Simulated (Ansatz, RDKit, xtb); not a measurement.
**C4H9Br: which of the isomers drawn lies lowest?**

Which of a sample of isomers of C4H9Br is the most stable in the gas at 298.15 K, and what are its properties? The sample is small against all isomers, and the most stable one of this formula need not be in it.

Plan: many cheap relaxations first (GFN2-xTB), then density-functional screening, relaxation at B3LYP/def2-SVP, vibrations (at GFN2-xTB) and a final energy. The numbers are computed, not measured.

### Step 1. Possible bonding patterns

Isomers were taken from a list of plausible structures; this is a sample, not all of them. That gives 4 candidates.

```
label         SMILES     spin
 c277       CC(C)CBr  singlet
 c745         CCCCBr  singlet
 c835  CC[C@@H](C)Br  singlet
 c899     CC(C)(C)Br  singlet
```

Candidates are built by distance geometry, with a force field where one applies, in up to four conformers (letters a to d).

Q: Predict the outcome of this search (final energies at CCSD(T)/def2-SVP + MP2/def2-TZVPP - MP2/def2-SVP).

| quantity | value |
| --- | --- |
| lowest structure found | CC(C)(C)Br, singlet |
| next finalist | CC[C@@H](C)Br, singlet, 2.3 kcal/mol higher in G |
| share at equilibrium, among the finalists | 97.8 % |

The lowest structure found is `CC(C)(C)Br`. The margin, 2.3 kcal/mol, is modest. With 3 minima in the window unscreened, the next finalist need not be the second lowest, and margin and share hold for the finalists alone. GFN2-xTB, r2SCAN-D4/def2-SVP, B3LYP/def2-SVP, HF/def2-SVP and MP2/def2-SVP already put its bonding pattern lowest among the structures in one piece; HF/STO-3G favours the singlet CCCCBr (c745a, not a finalist). 3 minima inside the window were never screened. Measured heats of formation are -132.4 kJ/mol (298.15 K; CRC Handbook of Chemistry and Physics) for c899a and -107.1 kJ/mol (298.15 K; CRC Handbook of Chemistry and Physics) for c745b: a difference of +25.3 kJ/mol, against +25.8 calculated. Lowest found is not proven lowest: the search is finite, and each finalist counts with one conformer. Only 4 drawn patterns were tried, so whole families of isomers are missing, and the result ranks only the part of this sample that was screened.
